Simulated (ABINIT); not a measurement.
HfB: band structure with AM05

Crystal: HfB.

```xyz
2
Lattice="0.0000 2.3100 2.3100 2.3100 0.0000 2.3100 2.3100 2.3100 0.0000" Properties=species:S:1:pos:R:3 pbc="T T T"
Hf    2.3100    2.3100    2.3100
B     0.0000    0.0000    0.0000
```

| Property | Result |
| --- | --- |
| Program | ABINIT 10.8.3 (patched build) |
| Task | band structure |
| Functional | AM05 |
| Potentials or basis | JTH PAW PBE v2.0 |
| Cutoff | 626 eV |
| k mesh | 10 × 10 × 10 |
| Occupations | fermi-dirac, width 0.05 eV |
| Spin | no spin polarisation |
| Fine-grid cutoff | 1224.51 eV |

| Item | Value |
| --- | --- |
| Pressure | 23.6 GPa |
| Band gap on the k mesh | none (metal or under the smearing width) |
| Valence electrons inside the program's atomic spheres | Hf 9.79; B 1.82 |

Levels at the corners of the path, in eV from the Fermi level:
```tsv
point	band 6	band 7	band 8	band 9	band 10	band 11
Γ	2.18	2.18	2.18	4.04	4.04	4.04
X	-1.14	-0.92	2.41	2.41	6.29	7.94
W	-1.33	-1.33	-1.29	5.55	5.55	7.95
K	-2.17	-1.19	0.32	3.12	6.88	8.06
Γ	2.18	2.18	2.18	4.04	4.04	4.04
L	-3.97	-1.35	-1.35	6.55	6.55	7.61
U	-2.17	-1.19	0.32	3.12	6.88	8.06
W	-1.33	-1.33	-1.29	5.55	5.55	7.95
L	-3.97	-1.35	-1.35	6.55	6.55	7.61
K	-2.17	-1.19	0.32	3.12	6.88	8.06
```

Wall time 47 s on 1 thread of Arm Neoverse V1, on a shared host, peak memory 0.13 GiB.

Caveat: the PAW data sets were made with another functional, which shifts forces and pressure a little; spin-orbit coupling is left out, which moves the levels of the heavy elements.
